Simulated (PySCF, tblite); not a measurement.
# C6H3N2 radical: geometry, infrared bands and EPR parameters

Aim: predict the infrared bands and EPR parameters of C6H3N2 radical (`C#C/C=N\C=[C]\C#N`).

Computed with tblite 0.8.0 and PySCF 2.14.0, with density-fitted response routines of our own, on a single molecule in the gas phase. Atoms count from 0, in the outputs and in this text.

## Step 1: The molecule as given

11 atoms, charge 0, multiplicity 2; geometry from: force field or distance geometry start.

Bonds of the start (Å): C0–C1 1.22, C1–C2 1.44, C2–N3 1.30, N3–C4 1.43, C4–C5 1.30, C5–C6 1.44, C6–N7 1.16, C0–H8 1.07, C2–H9 1.10, C4–H10 1.09.

## Step 2: Relaxing the molecule with GFN2-xTB

What the job is given:

```
{"job": {"kind": "relax", "xc": "GFN2-xTB", "basis": "xTB"}, "charge": 0, "multiplicity": 2}
C     -2.623800    -0.532200     0.882600
C     -1.891100     0.125200     0.156100
C     -0.982500     0.890000    -0.659400
N      0.304500     0.744800    -0.578000
C      0.801000    -0.204800     0.366300
C      2.016000    -0.676700     0.382900
C      3.050700    -0.298000    -0.546000
N      3.897500     0.001400    -1.279300
H     -3.271600    -1.102900     1.508800
H     -1.395200     1.620000    -1.375900
H      0.099900    -0.564100     1.115800
```

Run with:

```sh
$ OMP_NUM_THREADS=1 python probes_run.py task.json out
```

This one command runs all jobs of the session in turn.

**Question.** This job is followed by: GFN2-xTB harmonic vibrations, gas phase; UKS B3LYP, pcH-1 on C H N, non-relativistic, mean-field spin-orbit, GIAO. Predict these results of the whole session: strongest single infrared mode (GFN2-xTB); zero-point energy (GFN2-xTB); g(iso) (B3LYP); ⟨S²⟩; largest a(iso); potential on the surface of density 0.002 e/bohr³, 1st and 99th percentile.

As calculated:

| quantity | value |
| --- | --- |
| strongest single infrared mode (GFN2-xTB) | 2138 cm⁻¹, 79 km/mol |
| zero-point energy (GFN2-xTB) | 40.9 kcal/mol |
| g(iso) (B3LYP) | 2.00257 |
| ⟨S²⟩ | 0.782 (exact 0.75) |
| largest a(iso) | 1H on H10, 125.9 MHz |
| potential on the surface of density 0.002 e/bohr³, 1st and 99th percentile | -1.59 V and 2.04 V |

**Reading.** Over 74 steps the energy fell by 0.641 eV; of the close pairs, C5–C6 changed most, 1.441 to 1.316 Å. All 27 modes are real, so the xTB geometry is a minimum. The strongest single mode, at 2138 cm⁻¹, moves mainly C6 and N7. Unscaled tight-binding wavenumbers are off by several per cent, some by more. Its intensities can rank the bands wrongly. The largest share of the spin, 0.85 e, sits on C5. The isotropic g lies 0.3 ppt above the free-electron value. The conformer search found further structures of the same energy, which may be mirror or relabelled copies of this one.
